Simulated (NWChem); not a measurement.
# CH4BFO2 (SMILES COB(O)F): levels of theory compared

Aim: a comparison of 6 runs (B3LYP/6-31G*, B3LYP/def2-SVP, M06-2X/def2-SVP, PBE0/def2-SVP, CCSD(T)/def2-SVP) of CH4BFO2. 

The calculation is run with NWChem 7.3.0.

61 further runs of the same task are left out: 61 set aside as unsound or not needed. Runs told in other sessions of the task aren't counted.

### 1 Starting point

CH4BFO2: 9 atoms, total charge 0, spin state singlet. SMILES: `COB(O)F`. The B3–F5 distance was set to 2.406 Å, away from the relaxed value. At this shape a bond of the SMILES string is far longer than usual.

Bond lengths: C1–O2 1.414 Å, O2–B3 1.344 Å, B3–O4 1.361 Å, C1–H6 1.092 Å, C1–H7 1.091 Å, C1–H8 1.092 Å, O4–H9 0.959 Å. Angles: C1–O2–B3 122.2°, O2–B3–O4 122.7°, O2–C1–H6 108.8°, O2–C1–H7 111.8°, O2–C1–H8 108.7°, B3–O4–H9 112.6°, H6–C1–H7 109.3°, H6–C1–H8 108.7°, H7–C1–H8 109.3°. A long bond or contact: B3–F5 2.406 Å.

### 2 A single-point energy at B3LYP/6-31G(d) (spherical functions) (run 1)

File mymol.nw:

```
echo
START mymol
TITLE "CH4BFO2 B3LYP"
memory total 2200 mb

GEOMETRY units angstrom noautosym nocenter noautoz
C     -0.714179     0.273064    -2.130522
O     -0.551879     0.471364    -0.740022
B      0.255521    -0.303336     0.004878
O      0.975521    -1.332536    -0.519922
F      0.401500     0.187700     2.355300
H     -1.766379     0.066964    -2.336022
H     -0.105579    -0.555936    -2.495822
H     -0.427979     1.188764    -2.651222
H      1.502821    -1.788336     0.139378
END

BASIS spherical bse
C library 6-31G*
O library 6-31G*
B library 6-31G*
F library 6-31G*
H library 6-31G*
END

DFT
xc b3lyp
grid xfine
convergence energy 1e-08
maxiter 100
mulliken
END

TASK dft energy
```

The run is started by

```sh
$ nwchem mymol.nw > mymol.out
```

Output:

```text
[...]
          Wavefunction type:  closed shell.
          No. of atoms     :     9
          No. of electrons :    40
[...]
          Charge           :     0
          Spin multiplicity:     1
[...]
          AO basis - number of functions:    78
[...]
              XC Information
              --------------
                         B3LYP Method XC Potential
                     Hartree-Fock (Exact) Exchange  0.200
                        Slater Exchange Functional  0.800 local
                    Becke 1988 Exchange Functional  0.720 non-local
              Lee-Yang-Parr Correlation Functional  0.810
                  VWN I RPA Correlation Functional  0.190 local
[...]
 d= 0,ls=0.0,diis     1   -315.3928385832 -4.69D+02  7.25D-02  1.53D+00     4.2
[...]
 d= 0,ls=0.0,diis    13   -315.6203496440 -2.36D-10  1.62D-07  7.15D-10    48.6
         Total DFT energy =     -315.620349643998
      One electron energy =     -739.016456249187
           Coulomb energy =      308.288040819933
    Exchange-Corr. energy =      -38.613959627847
 Nuclear repulsion energy =      153.722025413104
[...]
      Total Density - Mulliken Population Analysis
     ---------------------------------------------
    Atom       Charge   Shell Charges
 -----------   ------   -------------------------------------------------------
    1 C    6     6.23   2.00  0.68  2.08  0.58  0.84  0.06
    2 O    8     8.35   2.00  0.90  2.96  0.88  1.60  0.02
    3 B    5     4.45   2.00  0.50  1.25  0.26  0.33  0.13
    4 O    8     8.54   2.00  0.91  2.95  0.90  1.76  0.02
    5 F    9     9.43   2.00  0.94  3.22  1.06  2.22  0.00
    6 H    1     0.82   0.53  0.29
    7 H    1     0.82   0.53  0.29
    8 H    1     0.82   0.53  0.29
    9 H    1     0.54   0.46  0.08
[...]
```

It took 49 s on 1 thread of Intel Xeon Platinum 8259CL at 2.50GHz (Skylake/Cascade Lake), shared host; peak memory 0.14 GiB.

### 3 A single-point energy at B3LYP/6-31G(d) (Cartesian functions) (run 2)

File sp.nw:

```
start sp
title "CH4BFO2 B3LYP"
memory stack 880 mb heap 220 mb global 1100 mb

geometry noautosym nocenter noautoz
  C     -0.714179     0.273064    -2.130522
  O     -0.551879     0.471364    -0.740022
  B      0.255521    -0.303336     0.004878
  O      0.975521    -1.332536    -0.519922
  F      0.401500     0.187700     2.355300
  H     -1.766379     0.066964    -2.336022
  H     -0.105579    -0.555936    -2.495822
  H     -0.427979     1.188764    -2.651222
  H      1.502821    -1.788336     0.139378
end

basis cartesian
  * library 6-31G*
end

dft
  xc b3lyp
  grid xfine
  convergence energy 1e-08
  maxiter 100
  mulliken
end

task dft energy
```

The run is started by

```sh
$ nwchem sp.nw > sp.out
```

Output:

```text
[...]
          Wavefunction type:  closed shell.
          No. of atoms     :     9
          No. of electrons :    40
[...]
          Charge           :     0
          Spin multiplicity:     1
[...]
          AO basis - number of functions:    83
[...]
              XC Information
              --------------
                         B3LYP Method XC Potential
                     Hartree-Fock (Exact) Exchange  0.200
                        Slater Exchange Functional  0.800 local
                    Becke 1988 Exchange Functional  0.720 non-local
              Lee-Yang-Parr Correlation Functional  0.810
                  VWN I RPA Correlation Functional  0.190 local
[...]
 d= 0,ls=0.0,diis     1   -315.3947527472 -4.69D+02  7.71D-02  1.62D+00     4.5
[...]
 d= 0,ls=0.0,diis    13   -315.6247497432 -2.94D-10  1.64D-07  7.89D-10    55.8
         Total DFT energy =     -315.624749743249
      One electron energy =     -738.971896040246
           Coulomb energy =      308.201364240392
    Exchange-Corr. energy =      -38.576243356498
 Nuclear repulsion energy =      153.722025413104
[...]
      Total Density - Mulliken Population Analysis
     ---------------------------------------------
    Atom       Charge   Shell Charges
 -----------   ------   -------------------------------------------------------
    1 C    6     6.24   1.99  0.69  2.08  0.59  0.84  0.05
    2 O    8     8.35   1.99  0.89  2.96  0.89  1.59  0.02
    3 B    5     4.46   1.99  0.51  1.25  0.26  0.34  0.11
    4 O    8     8.52   1.99  0.91  2.95  0.88  1.76  0.03
    5 F    9     9.43   1.99  0.94  3.22  1.04  2.22  0.01
    6 H    1     0.82   0.53  0.29
    7 H    1     0.82   0.53  0.29
    8 H    1     0.82   0.53  0.29
    9 H    1     0.55   0.46  0.08
[...]
```

Run time: 57 s. Hardware: 1 thread of Intel Xeon Platinum 8259CL at 2.50GHz (Skylake/Cascade Lake), shared host; peak memory 0.14 GiB.

Runs 3 to 5 aren't shown in full; the table further down has their settings and results.

### 4 The energy at CCSD(T)/def2-SVP (run 6)

File m1.nw:

```
start m1
title "CH4BFO2"
memory stack 880 mb heap 220 mb global 1100 mb
geometry units angstrom noautosym nocenter noautoz
C       -0.714179       0.273064      -2.130522
O       -0.551879       0.471364      -0.740022
B        0.255521      -0.303336       0.004878
O        0.975521      -1.332536      -0.519922
F        0.401500       0.187700       2.355300
H       -1.766379       0.066964      -2.336022
H       -0.105579      -0.555936      -2.495822
H       -0.427979       1.188764      -2.651222
H        1.502821      -1.788336       0.139378
end
basis spherical bse
C library def2-SVP
O library def2-SVP
B library def2-SVP
F library def2-SVP
H library def2-SVP
end
scf
nopen 0
rhf
thresh 1e-08
maxiter 80
noprint "final vectors analysis"
end
ccsd
freeze core 5
maxiter 60
end
task ccsd(t) energy
```

The run is started by

```sh
$ nwchem m1.nw > m1.out
```

Output:

```text
[...]
  functions       =    90
[...]
  wavefunction    = RHF
[...]
         Total SCF energy =   -313.762110580386
      One-electron energy =   -738.050926769696
      Two-electron energy =    270.566790776206
 Nuclear repulsion energy =    153.722025413104
        Time for solution =     13.8s
[...]
 Total MP2 energy:           -314.555134646371755
[...]
             energy      energy      error      ampl     ampl      Block
                                                time     time      time
[...]
 Total CCSD energy:           -314.583038616306567
[...]
 Total CCSD+T(CCSD) energy:           -314.611714633074484
[...]
 Total CCSD(T) energy:                -314.606993825439361
[...]
```

Wall time 4.6 min (1 thread of Intel Xeon Platinum 8259CL at 2.50GHz (Skylake/Cascade Lake), shared host); peak memory 0.33 GiB.

### 5 Overview of the runs

```csv
run,level,Cartesian functions,integration grid,energy (Eh),dipole moment (D) of the reference,HOMO energy (eV),LUMO energy (eV),wall time
1,B3LYP/6-31G* (spherical functions),no,xfine,-315.620350,5.86,-6.99,-2.44,49 s
2,B3LYP/6-31G* (Cartesian functions),yes,xfine,-315.624750,5.86,-7.00,-2.45,57 s
3,B3LYP/def2-SVP,no,fine,-315.399178,6.07,-7.21,-2.63,23 s
4,M06-2X/def2-SVP,no,fine,-315.258794,6.49,–,–,27 s
5,PBE0/def2-SVP,no,fine,-315.051174,6.18,-7.58,-2.43,22 s
6,CCSD(T)/def2-SVP,no,–,-314.606994,–,–,–,4.6 min
```

### 6 What came out

| quantity | value |
| --- | --- |
| run 6: total energy | -314.60699 Eh |
| run 6: correlation energy (5 core orbitals frozen) | -844.9 mEh |
| run 6: (T) correction | -23.96 mEh |

Over runs 1, 2, 3, 4, 5 the dipole moment (its size) runs from 5.86 D (B3LYP/6-31G*) to 6.49 D (M06-2X/def2-SVP). The two ends differ in method and basis. Over runs 1, 2, 3, 5 the HOMO–LUMO gap runs from 4.55 eV (B3LYP/6-31G*) to 5.15 eV (PBE0/def2-SVP). Totals of different functionals can't be ranked against each other. In all runs a closed-shell determinant meets a far-stretched bond; if it breaks into open shells, such a determinant describes it badly, and no broken-symmetry solution was shown. All runs together took 7.5 min, the longest 4.6 min.
